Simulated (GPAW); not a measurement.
# TiO2 (I4_1/amd) in GPAW: settings compared

One crystal, TiO2, is run at these levels: LDA, GLLB-SC, TB-mBJ; tasks: band structure, single point.

Program: GPAW 26.7.0. These are calculated values, not measurements. Logs are shortened: lines on timing, memory, paths and dates and some standing lists are left out, and cuts for length are marked. The log counts tension as positive stress, the text compression.

**1. The structure**

Symmetry: I4_1/amd, No. 141, tetragonal system. The conventional cell has a = 3.784 Å, b = 3.784 Å, c = 9.514 Å, α = 90.00°, β = 90.00°, γ = 90.00°. Ti (site symmetry -4m2) is surrounded by 6 O at 1.93 to 1.98 Å. Around O (site symmetry 2mm) lie 3 Ti at 1.93 to 1.98 Å.

**2. Band structure, LDA**

Input file run.py:

```python
from ase import Atoms
from ase.dft.bandgap import bandgap
from ase.io import write
from ase.units import GPa
from gpaw import GPAW, PW

atoms = Atoms(['Ti', 'Ti', 'O', 'O', 'O', 'O'],
              cell=[[-1.89225, 1.89225, 4.75715],
                    [1.89225, -1.89225, 4.75715],
                    [1.89225, 1.89225, -4.75715]],
              scaled_positions=[[0.0, 0.0, 0.0],
                                [0.75, 0.25, 0.5],
                                [0.20806, 0.20806, 0.0],
                                [0.95806, 0.45806, 0.5],
                                [0.54194, 0.04194, 0.5],
                                [0.79194, 0.79194, 0.0]],
              pbc=True)

calc = GPAW(mode=PW(800),
            xc='LDA',
            kpts={'size': (6, 6, 6), 'gamma': True},
            occupations={'name': 'fermi-dirac', 'width': 0.05},
            nbands=43,
            convergence={'density': 1e-05, 'energy': 1e-05},
            maxiter=150,
            txt='gpaw.txt')
atoms.calc = calc
energy = atoms.get_potential_energy()
forces = atoms.get_forces()
stress = atoms.get_stress()
calc.write('gs.gpw')
write('result.traj', atoms)
print(f'Energy: {energy:.6f} eV')
print('Forces (eV/A):')
print(forces.round(4))
print('Stress (GPa):', (stress / GPa).round(3))
print('Fermi level:', round(calc.get_fermi_level(), 4), 'eV')
print(f'Gap: {bandgap(calc)[0]:.4f} eV, direct: {bandgap(calc, direct=True)[0]:.4f} eV')

path = atoms.cell.bandpath('GXYSGZS1NPY1Z,XP', npoints=100, eps=1e-4)
bs_calc = calc.fixed_density(kpts=path, symmetry='off', nbands=61,
                             convergence={'bands': 'CBM+6.0', 'eigenstates': 1e-6}, txt='bands.txt')
bs = bs_calc.band_structure()
bs.write('bs.json')
print(f'Gap on the path: {bandgap(bs_calc)[0]:.4f} eV')
```

Potentials or basis: the program's PAW data sets (release 1.2.1) made for this functional, pw.

On the command line:

```sh
$ OMP_NUM_THREADS=1 python run.py
```

gpaw.txt:

```text
__  _  _
 | _ |_)|_||  |
 |__||  | ||/\| - 26.7.0

Input parameters:
  mode=PW(ecut=800.0),
  convergence={'density': 1e-05, 'energy': 1e-05},
  kpts=MonkhorstPack(size=(6, 6, 6), gamma=True),
  maxiter=150,
  nbands=43,
  occupations=Occupations(name='fermi-dirac', width=0.05),
  xc=XC(name='LDA')

Diagonalizing LCAO Hamiltonian
Converting LCAO to pw mode

       O

         O

         Ti

       O O

       Ti

Atoms  # Å, Bohr magnetons
|   | symbol |         x |        y |        z |    initial magnetic moments |
|---|--------|-----------|----------|----------|-----------------------------|
| 0 |     Ti |  0.000000 | 0.000000 | 0.000000 | ( 0.0000,  0.0000,  0.0000) |
| 1 |     Ti | -0.000000 | 1.892250 | 2.378575 | ( 0.0000,  0.0000,  0.0000) |
| 2 |      O | -0.000000 | 0.000000 | 1.979545 | ( 0.0000,  0.0000,  0.0000) |
| 3 |      O |  0.000000 | 1.892250 | 4.358120 | ( 0.0000,  0.0000,  0.0000) |
| 4 |      O |  0.000000 | 1.892250 | 0.399030 | ( 0.0000,  0.0000,  0.0000) |
| 5 |      O | -0.000000 | 0.000000 | 7.534755 | ( 0.0000,  0.0000,  0.0000) |

Unit cell  # Å
| periodic |         x |         y |         z |  lengths |     angles |
|----------|-----------|-----------|-----------|----------|------------|
|      yes | -1.892250 |  1.892250 |  4.757150 | 5.458177 | 139.431028 |
|      yes |  1.892250 | -1.892250 |  4.757150 | 5.458177 | 139.431028 |
|      yes |  1.892250 |  1.892250 | -4.757150 | 5.458177 |  58.718229 |

Number of symmetries: 8
Symmetry operations  # r_c * U_cc + t_c -> r_c
|   | kind |            matrix            |
|---|------|------------------------------|
| 0 |  σ   |  1, 1, 1,  0, 0,-1,  0,-1, 0 |
| 1 |  E   |  1, 0, 0,  0, 1, 0,  0, 0, 1 |
| 2 |  C2  |  0, 1, 0,  1, 0, 0, -1,-1,-1 |
| 3 |  S4  |  0, 0, 1, -1,-1,-1,  0, 1, 0 |
| 4 |  σ   |  0, 0,-1,  1, 1, 1, -1, 0, 0 |
| 5 |  C2  |  0,-1, 0, -1, 0, 0,  0, 0,-1 |
| 6 |  C2  | -1, 0, 0,  0,-1, 0,  1, 1, 1 |
| 7 |  S4  | -1,-1,-1,  0, 0, 1,  1, 0, 0 |

BZ-sampling:
  Number of BZ points: 216
  Number of IBZ points: 30

  Monkhorst-Pack size: [6, 6, 6]
  Monkhorst-Pack shift: [0.08333333333333333, 0.08333333333333333, 0.08333333333333333]

K-points  # in reciprocal-cell coordinates
|     |                                coordinates |     weight |
|-----|--------------------------------------------|------------|
|   0 | (  0.00000000,   0.00000000,   0.00000000) | 0.00462963 |
|   1 | (  0.16666667,  -0.16666667,   0.00000000) | 0.01851852 |
|   2 | (  0.16666667,  -0.16666667,   0.16666667) | 0.01851852 |
|   3 | (  0.16666667,   0.00000000,   0.00000000) | 0.03703704 |
|   4 | (  0.16666667,   0.16666667,  -0.16666667) | 0.00925926 |
|   5 | (  0.33333333,  -0.33333333,   0.00000000) | 0.01851852 |
|   6 | (  0.33333333,  -0.33333333,   0.16666667) | 0.03703704 |
|   7 | (  0.33333333,  -0.33333333,   0.33333333) | 0.01851852 |
|   8 | (  0.33333333,  -0.16666667,   0.00000000) | 0.07407407 |
|   9 | (  0.33333333,  -0.16666667,   0.16666667) | 0.03703704 |
| ... |                                            |            |
|  29 | (  0.50000000,   0.50000000,   0.50000000) | 0.00462963 |

Plane wave coefficients: 3534
Cutoff: 800.0 eV

Spin-components: 1 (collinear spins)
Bands:           43
Projectors:      32
Spin-degeneracy: 2
Datatype:        complex128

Parallelization:
  kpt:    1
  domain: 1
  band:   1

Density:
  Valence electrons: 48.0
  Components: 1
  Grid points: [36 36 36]
  Charge: 0.0  # |e|

Potential:
  Grid points: [36 36 36]

species:
  Ti:
    name:    Titanium
    Z:       22.0
    valence: 12
    core:    10
    charge:  0.0  # [|e|]
    compensation charges:
      type: gauss
      rc: 0.38  # [Å]
      lmax: 2
    cutoffs:
      filter: 2.23  # [Å]
      core: 1.02  # [Å]
    projectors
    | kind |    occ | energy [eV] | rcut [Å] |
    |------|--------|-------------|----------|
    |   3s |  2.000 |     -62.257 |    1.270 |
    |   4s |  2.000 |      -4.593 |    1.270 |
    |   3p |  6.000 |     -38.791 |    1.058 |
    |   4p |  0.000 |      -1.536 |    1.058 |
    |   3d |  2.000 |      -4.463 |    1.058 |
    |    d |        |      22.748 |    1.058 |

    Using partial waves for Ti as LCAO basis

  O:
    name:    Oxygen
    Z:       8.0
    valence: 6
    core:    2
    charge:  0.0  # [|e|]
    compensation charges:
      type: gauss
      rc: 0.21  # [Å]
      lmax: 2
    cutoffs:
      filter: 1.17  # [Å]
      core: 0.83  # [Å]
    projectors
    | kind |    occ | energy [eV] | rcut [Å] |
    |------|--------|-------------|----------|
    |   2s |  2.000 |     -23.752 |    0.688 |
    |   2p |  4.000 |      -9.195 |    0.598 |
    |    s |        |       3.459 |    0.688 |
    |    p |        |      18.016 |    0.598 |
    |    d |        |       0.000 |    0.619 |

    Using partial waves for O as LCAO basis

Reference energy: -54459.530392  # eV

eigensolver:
  PPCG
  Converge bands: occupied
  niter=2

density mixing:
  MSR1-Mixer
  Pratt-step length: 0.05
  Maximum mixing coefficient: 0.75
  Old densities: 10
  SVD Regularization: 0.005
  Good broyden scale: 1.0
  Trust region scale: 1.0
  Backstep threshold: 4.0
  History deletion threshold: 6.0
  Fourier metric: weight=20.0, sigma=0.015

occupation numbers:
  Fermi-Dirac:
    width: 0.0500  # eV

poisson solver:
  ecut: 6400.0  # eV

xc functional:
  name: None

convergence criteria:
[... 6 lines left out ...]
|iter     | |      energy | eigst |  dens |
|---------|-|-------------|-------|-------|
|iter:   1| |  -66.700472 | +0.09 |       |
|iter:   2| |  -63.773762 | -1.76 | -0.79 |
|iter:   3| |  -58.221307 | -0.64 | -0.85 |
|iter:   4| |  -57.712931 | -1.83 | -1.32 |
|iter:   5| |  -57.653998 | -2.65 | -1.62 |
|iter:   6| |  -57.637573 | -3.46 | -2.04 |
|iter:   7| |  -57.637448 | -4.70 | -2.94 |
|iter:   8| |  -57.637451c| -5.93 | -3.50 |
|iter:   9| |  -57.637450c| -6.83 | -4.10 |
|iter:  10| |  -57.637450c| -7.64c| -4.36 |
|iter:  11| |  -57.637450c| -8.53c| -5.02c|

Converged in 11 steps
Energy contributions relative to reference atoms: (reference = -54459.530392)

Energy contributions:
  Kinetic:          54.987106
  Coulomb:         -65.544628
  Zero:              1.154403
  External:          0.000000
  Xc:              -48.234330
  Entropy:          -0.000000
  Spinorbit:         0.000000
  ----------------------------
  Free energy:     -57.637450
  Extrapolated:    -57.637450

dipole moment: (-26.536264, -6.897274, 11.200490)  # |e|*Ang

Fermi level: 4.730
Eigenvalues  # (at kpt = [0.000, 0.000, 0.000])
| band index |      eig [eV] | occ [0-2] |
|------------|---------------|-----------|
|          0 |       -51.953 |     2.000 |
|        ... |               |           |
|         16 |         1.629 |     2.000 |
|         17 |         1.629 |     2.000 |
|         18 |         1.697 |     2.000 |
|         19 |         2.983 |     2.000 |
|         20 |         2.986 |     2.000 |
|         21 |         2.986 |     2.000 |
[... 8 lines left out ...]
|         30 |         8.861 |     0.000 |
|         31 |         9.139 |     0.000 |
|        ... |               |           |
|         42 |        21.906 |     0.000 |

Gap: 2.070 eV
Transition (v -> c):
  (s=0, k=26, n=23, [0.50, 0.50, 0.00]) -> (s=0, k=0, n=24, [0.00, 0.00, 0.00])
Direct/indirect transitions are different
Direct gap: 2.385 eV
Transition at: (s=0, k=14, n=23, [0.33, 0.33, -0.33])

Forces  # eV/Ang
|        x |       y |        z |
|----------|---------|----------|
| -0.00000 | 0.00000 |  0.00000 |  # Ti   0
|  0.00000 | 0.00000 | -0.00000 |  # Ti   1
|  0.00000 | 0.00000 | -0.08236 |  # O    2
|  0.00000 | 0.00000 | -0.08236 |  # O    3
|  0.00000 | 0.00000 |  0.08236 |  # O    4
|  0.00000 | 0.00000 |  0.08236 |  # O    5

Stress tensor  # eV/Ang^3
|         x |         y |         z |
|-----------|-----------|-----------|
|  0.037374 | -0.000000 |  0.000000 |
| -0.000000 |  0.037374 | -0.000000 |
|  0.000000 | -0.000000 |  0.030794 |

# Writing to gs.gpw (mode='')
```

Wall time 5.1 min (1 thread of AMD EPYC 7R43 (Zen 3), shared host); peak memory 0.82 GiB.

Results:

- Free energy: -57.6374 eV
- Pressure: -5.6 GPa
- Largest force: 0.082 eV/Å
- Band gap on the k mesh: 2.07 eV, indirect (least direct gap 2.38 eV)
- Band gap along the path: 2.02 eV, indirect (least direct gap 2.37 eV)

Forces in eV/Å, atoms in the order of the input:
```
Ti   0.000  0.000  0.000
Ti   0.000  0.000  0.000
O    0.000  0.000 -0.082
O    0.000  0.000 -0.082
O    0.000  0.000  0.082
O    0.000  0.000  0.082
```

Levels at the corners of the path, in eV from the valence-band top:
| point | band 20 | band 21 | band 22 | band 23 | band 24 | band 25 | band 26 | band 27 | band 28 | band 29 |
| --- | --- | --- | --- | --- | --- | --- | --- | --- | --- | --- |
| Γ | -0.78 | -0.77 | -0.77 | -0.49 | -0.49 | 2.02 | 2.79 | 3.94 | 3.94 | 3.98 |
| X | -2.68 | -2.11 | -2.11 | -0.05 | -0.05 | 3.30 | 3.30 | 3.80 | 3.80 | 4.88 |
| Y | -2.79 | -1.95 | -1.95 | -0.09 | -0.09 | 3.27 | 3.27 | 3.74 | 3.74 | 4.77 |
| S | -1.93 | -1.22 | -0.95 | -0.94 | -0.83 | 3.15 | 3.43 | 3.54 | 3.60 | 4.24 |
| Γ | -0.78 | -0.77 | -0.77 | -0.49 | -0.49 | 2.02 | 2.79 | 3.94 | 3.94 | 3.98 |
| Z | -1.38 | -1.28 | -1.28 | -0.13 | -0.13 | 2.39 | 2.39 | 3.73 | 3.73 | 4.21 |
| S1 | -1.93 | -1.22 | -0.95 | -0.94 | -0.83 | 3.15 | 3.43 | 3.54 | 3.60 | 4.24 |
| N | -2.02 | -2.01 | -0.99 | -0.85 | -0.65 | 3.18 | 3.50 | 3.53 | 3.63 | 4.27 |
| P | -3.03 | -1.62 | -1.62 | -0.26 | -0.26 | 3.54 | 3.54 | 3.57 | 3.57 | 4.88 |
| Y1 | -2.79 | -1.95 | -1.95 | -0.09 | -0.09 | 3.27 | 3.27 | 3.74 | 3.74 | 4.77 |
| Z | -1.38 | -1.28 | -1.28 | -0.13 | -0.13 | 2.39 | 2.39 | 3.73 | 3.73 | 4.21 |
| X | -2.68 | -2.11 | -2.11 | -0.05 | -0.05 | 3.30 | 3.30 | 3.80 | 3.80 | 4.88 |
| P | -3.03 | -1.62 | -1.62 | -0.26 | -0.26 | 3.54 | 3.54 | 3.57 | 3.57 | 4.88 |

**3. Single point, GLLB-SC**

Input file run.py:

```python
from ase import Atoms
from ase.dft.bandgap import bandgap
from ase.io import write
from gpaw import GPAW, PW

atoms = Atoms(['Ti', 'Ti', 'O', 'O', 'O', 'O'],
              cell=[[-1.89225, 1.89225, 4.75715],
                    [1.89225, -1.89225, 4.75715],
                    [1.89225, 1.89225, -4.75715]],
              scaled_positions=[[0.0, 0.0, 0.0],
                                [0.75, 0.25, 0.5],
                                [0.20806, 0.20806, 0.0],
                                [0.95806, 0.45806, 0.5],
                                [0.54194, 0.04194, 0.5],
                                [0.79194, 0.79194, 0.0]],
              pbc=True)

calc = GPAW(mode=PW(800),
            xc='GLLBSC',
            kpts={'size': (6, 6, 6), 'gamma': True},
            occupations={'name': 'fermi-dirac', 'width': 0.05},
            nbands=43,
            convergence={'density': 1e-05, 'energy': 1e-05},
            maxiter=150,
            txt='gpaw.txt')
atoms.calc = calc
energy = atoms.get_potential_energy()
calc.write('gs.gpw')
write('result.traj', atoms)
print('Fermi level:', round(calc.get_fermi_level(), 4), 'eV')
print(f'Gap: {bandgap(calc)[0]:.4f} eV, direct: {bandgap(calc, direct=True)[0]:.4f} eV')
```

Potentials or basis: the program's PAW data sets (release 1.2.1) made for this functional, pw.

On the command line:

```sh
$ OMP_NUM_THREADS=1 python run.py
```

Run time: 2.8 min. Hardware: 1 thread of AMD EPYC 7R43 (Zen 3), shared host; peak memory 0.38 GiB.

Results (log left out):

| Quantity | Value |
| --- | --- |
| Band gap on the k mesh, Kohn-Sham part alone | 3.42 eV, indirect (least direct gap 3.70 eV) |

Levels at points of the mesh, in eV from the valence-band top:
```tsv
k point	band 20	band 21	band 22	band 23	band 24	band 25	band 26	band 27	band 28	band 29
(0.00, 0.00, 0.00)	-0.62	-0.53	-0.53	-0.42	-0.42	3.42	4.18	5.16	5.16	5.17
(0.50, 0.00, 0.50)	-1.73	-1.67	-0.84	-0.65	-0.55	4.52	4.72	4.77	4.90	5.37
(0.50, 0.50, 0.00)	-2.33	-1.73	-1.73	0.00	0.00	4.62	4.62	4.94	4.94	6.01
(0.50, 0.50, 0.50)	-1.18	-1.09	-1.09	-0.06	-0.06	3.78	3.78	5.10	5.10	5.25
```

Caveat: a model potential gives levels but no total energy. A k mesh can miss the band edges.

**4. Single point, TB-mBJ**

Edit run.py of step 3 so:

```diff
@@ -18,3 +18,3 @@
 calc = GPAW(mode=PW(800),
-            xc='GLLBSC',
+            xc='TB09',
             kpts={'size': (6, 6, 6), 'gamma': True},
@@ -23,2 +23,3 @@
             convergence={'density': 1e-05, 'energy': 1e-05},
+            eigensolver='cg',
             maxiter=150,
```

Potentials or basis: GPAW PAW data sets for LDA (gpaw-data 1.2.1), pw.

On the command line:

```sh
$ OMP_NUM_THREADS=1 python run.py
```

Run time: 11 min. Hardware: 1 thread of AMD EPYC 7R43 (Zen 3), shared host; peak memory 0.46 GiB.

The run converged. Its results:

| Item | Value |
| --- | --- |
| Band gap on the k mesh | 3.01 eV, indirect (least direct gap 3.31 eV) |

Levels at points of the mesh, in eV from the valence-band top:
```
           k point  band 21  band 22  band 23  band 24  band 25  band 26  band 27  band 28
(0.00, 0.00, 0.00)    -0.75    -0.75    -0.38    -0.38     3.01     3.62     4.75     4.75
(0.50, 0.00, 0.50)    -1.64    -0.85    -0.74    -0.64     4.06     4.15     4.30     4.34
(0.50, 0.50, 0.00)    -1.79    -1.79     0.00     0.00     4.07     4.07     4.44     4.44
(0.50, 0.50, 0.50)    -1.19    -1.19    -0.11    -0.11     3.31     3.31     4.57     4.57
```

Caveat: a model potential gives levels but no total energy; the PAW data sets were made with another functional, which shifts forces and pressure a little. A k mesh can miss the band edges.

**5. Overview**

| task | level | potentials or basis | band path | band points | gap on the mesh (eV) |
| --- | --- | --- | --- | --- | --- |
| band structure | LDA | the program's PAW data sets (release 1.2.1) made for this functional, pw | GXYSGZS1NPY1Z,XP | 100 | 2.07 |
| single point | GLLB-SC | the program's PAW data sets (release 1.2.1) made for this functional, pw | - | - | - |
| single point | TB-mBJ | GPAW PAW data sets for LDA (gpaw-data 1.2.1), pw | - | - | 3.01 |

Alike in all rows: no spin polarisation; cell as given; k mesh 6 × 6 × 6; cutoff (eV) 800; smearing fermi-dirac 0.05 eV.

Caveats: a model potential gives levels but no total energy (some runs); the PAW data sets were made with another functional, which shifts forces and pressure a little (some runs).

Total energies depend on the potentials used, so only differences within one code and one set of settings carry meaning.
